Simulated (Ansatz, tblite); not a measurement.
**The cluster Be5+: rung by rung**

One table from this session's results is given with a row withheld; the runs are named, their logs left out.

Computed with Ansatz 0.2.0, Gaussian basis. Level: as each input shows.

Plan: GFN1-xTB, GFN2-xTB, PBE/def2-TZVP, r2SCAN/def2-TZVP, LC-ωPBE/def2-TZVP, HF/def2-TZVP, B3LYP/def2-TZVP, BLYP/def2-TZVP, LDA/def2-TZVP, PBE/def2-SVP, PBE0/def2-SVP, HF/6-31G, B3LYP/6-31G, CCSD(T)/def2-TZVPP, MP2/def2-TZVP, RPA/def2-TZVP.

## The relaxed structure

The doublet was relaxed beforehand with PBE/def2-TZVP. At that level it is the lowest of the isomers that a small search found.

5 atoms, charge 1, spin multiplicity 2.

Bond lengths: Be1–Be2 2.110 Å, Be1–Be3 2.110 Å, Be1–Be4 2.067 Å, Be1–Be5 2.066 Å, Be2–Be4 2.108 Å, Be2–Be5 2.109 Å, Be3–Be4 2.108 Å, Be3–Be5 2.109 Å, Be4–Be5 2.068 Å. Angles: Be2–Be1–Be3 111.0°, Be2–Be1–Be4 60.6°, Be2–Be1–Be5 60.7°, Be3–Be1–Be4 60.6°, Be3–Be1–Be5 60.7°, Be4–Be1–Be5 60.1°, Be1–Be2–Be4 58.7°, Be1–Be2–Be5 58.6°, Be4–Be2–Be5 58.7°, Be1–Be3–Be4 58.7°, Be1–Be3–Be5 58.6°, Be4–Be3–Be5 58.7°, Be1–Be4–Be2 60.7°, Be1–Be4–Be3 60.7°, Be1–Be4–Be5 59.9°, Be2–Be4–Be3 111.2°, Be2–Be4–Be5 60.7°, Be3–Be4–Be5 60.7° and more.

The ion is computed in the gas phase, without counter-ions or solvent.

PBE0/def2-TZVP was run before; its log isn't repeated, and its numbers join the tables.

The first run:

Tight binding, by tblite at 300 K electronic temperature and without a spin-polarisation term:

```python
tblite.interface.Calculator('GFN1-xTB', numbers, positions, charge=1, uhf=1).singlepoint()
```

Tight binding, by tblite at 300 K electronic temperature and without a spin-polarisation term:

```python
tblite.interface.Calculator('GFN2-xTB', numbers, positions, charge=1, uhf=1).singlepoint()
```

start.molden holds the orbitals of an earlier run on this state, given as this run's starting guess.

Contents of in.yaml:

```yaml
crystal:
  periodic: [false, false, false]
  atoms:
    - {symbol: Be, position_ang: [-0.666704, 0.107230, -0.984149]}
    - {symbol: Be, position_ang: [0.181425, 1.728370, 0.066913]}
    - {symbol: Be, position_ang: [-0.178230, -1.728739, -0.066024]}
    - {symbol: Be, position_ang: [1.183667, -0.119727, -0.090725]}
    - {symbol: Be, position_ang: [-0.520167, 0.012866, 1.073995]}
basis:
  gaussian: {orbitals: def2-TZVP, initial_orbitals: start.molden}
total_charge: 1
magnetization: {spin_polarized: true, initial_magnetization: 1}
hamiltonian: {xc: pbe}
scf: {omitted_lower_state_checks: [starts]}
output: {orbitals: {seedname: orbitals}}
```

The run is started by

```console
ansatz run in.yaml --threads 4 --pin off --events-out ev --progress --plain --max-ram 3916MiB
```

Among the steps run: PBE/def2-TZVP; r2SCAN/def2-TZVP; LC-ωPBE/def2-TZVP; HF/def2-TZVP; B3LYP/def2-TZVP; BLYP/def2-TZVP; LDA/def2-TZVP; PBE/def2-SVP; PBE0/def2-SVP; HF/6-31G; B3LYP/6-31G; CCSD(T)/def2-TZVPP; MP2/def2-TZVP; RPA/def2-TZVP.

One table of the session follows, with a row left open; its other results are not shown here.

It belongs to the step «Levels side by side». 

```
            level  HOMO (eV)  LUMO (eV)  gap (eV)
         HF/6-31G     -11.43      -4.92      6.51
     HF/def2-TZVP     -11.53      -4.95      6.58
    LDA/def2-TZVP      -9.64      -8.96      0.67
     PBE/def2-SVP      -9.67      -8.83      0.84
    PBE/def2-TZVP      -9.66      -8.73      0.94
   BLYP/def2-TZVP      -9.43      -8.61      0.82
 r2SCAN/def2-TZVP          ?          ?         ?
      B3LYP/6-31G      -9.94      -8.05      1.89
  B3LYP/def2-TZVP     -10.01      -8.17      1.85
    PBE0/def2-SVP     -10.20      -8.10      2.10
   PBE0/def2-TZVP     -10.23      -8.00      2.23
LC-ωPBE/def2-TZVP     -12.02      -6.08      5.94
```

Q: Estimate the row for r2SCAN/def2-TZVP from the others.

The run gave: HOMO (eV): -9.79; LUMO (eV): -8.62; gap (eV): 1.18. In the column «HOMO (eV)» it lies between B3LYP/6-31G (-9.94) and PBE/def2-SVP (-9.67).

To keep in mind: Doubts: large T1 diagnostic, spin contamination. Notes on CCSD(T)/def2-TZVPP: large T1 diagnostic, spin contamination.
